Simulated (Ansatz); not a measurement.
Working through a scan of one input key of Ti, space group Fm-3m

With the Ansatz DFT code, driven from Python.

Run as a notebook:

```python
import warnings

import ansatz as az

warnings.simplefilter("ignore", az.DeckWarning)
```

```python
lattice = az.Lattice.of(
    (0.0, 2.03, 2.03),
    (2.03, 0.0, 2.03),
    (2.03, 2.03, 0.0),
)
sites = [
    ("Ti", (0.0, 0.0, 0.0)),
]
ti = az.Crystal(lattice=lattice)
for symbol, position in sites:
    ti = ti.atom(symbol, position)
```

```python
calculation = (
    ti.calculation()
    .pseudopotentials("paw")
    .functional("r2scan")
    .kpoints(spacing=0.2)  # sampling of the Brillouin zone
    .occupations(az.OccupationsMethod.FERMI_DIRAC, width=0.1)  # smearing steadies the SCF of a metal
    .band_table()  # levels at the mesh points
)
typed = calculation.input()
rows = []
for value in [2, 6, 12]:
    edited = typed.set(az.key.scf.n_extra_bands, value)
    data = az.Session.from_dict(edited).plan().execute().report
    rows.append((value, data["free_energy_ev"], data["n_iterations"], len(data["eigenvalues_ev"][0]) if "eigenvalues_ev" in data else 0))
print("   extra bands            F eV      iterations    bands listed")
for row in rows:
    print(f"{str(row[0]):>14s}  {row[1]:14.5f}  {row[2]:14d}  {row[3]:14d}")
print(edited.to_yaml())
```

       extra bands            F eV      iterations    bands listed
                 2     -2504.31514               6               8
                 6     -2504.31514               6              12
                12     -2504.31514               6              18
    crystal:
      lattice:
        - [0.0, 2.03, 2.03]
        - [2.03, 0.0, 2.03]
        - [2.03, 2.03, 0.0]
      atoms:
        - { symbol: Ti, position: [0.0, 0.0, 0.0] }
    kpoints:
      mp_grid:
        kspacing: 0.2
    hamiltonian:
      xc: r2scan
      pseudopotentials:
        kind: paw
    scf:
      occupations:
        method: fermi_dirac
        width: 0.1
      n_extra_bands: 12
    output:
      eigenvalues: true

What to keep in mind:
- Absolute energies stand on the zero of these potentials, so only differences at equal settings mean something. A total without «per atom» is that of the cell as typed.
- This isn't the structure that Ti takes at ambient conditions.
- Hardware and time: 13 s on 1 thread of Intel(R) Xeon(R) Platinum 8259CL CPU @ 2.50GHz (Skylake/Cascade Lake), with other jobs on the host, peak memory 0.42 GiB.
